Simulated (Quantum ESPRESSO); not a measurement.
# TeW2 in Quantum ESPRESSO: the effect of Hubbard term

The system is TeW2.

```
CELL_PARAMETERS angstrom
0.00000 3.12404 3.12404
3.12404 0.00000 3.12404
3.12404 3.12404 0.00000
ATOMIC_POSITIONS crystal
W 0.25000 0.25000 0.25000
W 0.75000 0.75000 0.75000
Te 0.00000 0.00000 0.00000
```

The cell was built by a generator and needn't be a form met in nature.

Alike in all runs:

```yaml
Program: Quantum ESPRESSO 7.5
Task: Hubbard U by linear response
Functional: LDA
Potentials_or_basis: GBRV 1.5 LDA
Cutoff: 762 eV
Density_cutoff: 6095 eV
k_mesh: 6 × 6 × 6
Occupations: cold, width 0.2 eV
Spin: no spin polarisation
Start_of_the_occupations: default
Hubbard_projectors: atomic
Form_of_the_LDA_correlation: PZ81
Mixing_beta: 0.3
Most_SCF_iterations: 120
SCF_threshold: 6e-10 Ry
q_mesh: 3 × 3 × 3
```

```csv
Hubbard term,pressure (GPa)
W d U = 0.0001 eV,?
W d U = 2.0 eV,-9.9
W d U = 4.0 eV,-12.9
```

Q: What does the run with Hubbard term W d U = 0.0001 eV give?

A: Pressure -6.6 GPa.

Caveats: U without spin polarisation on a metal has little footing; the U is typed as a test and isn't derived for this compound.
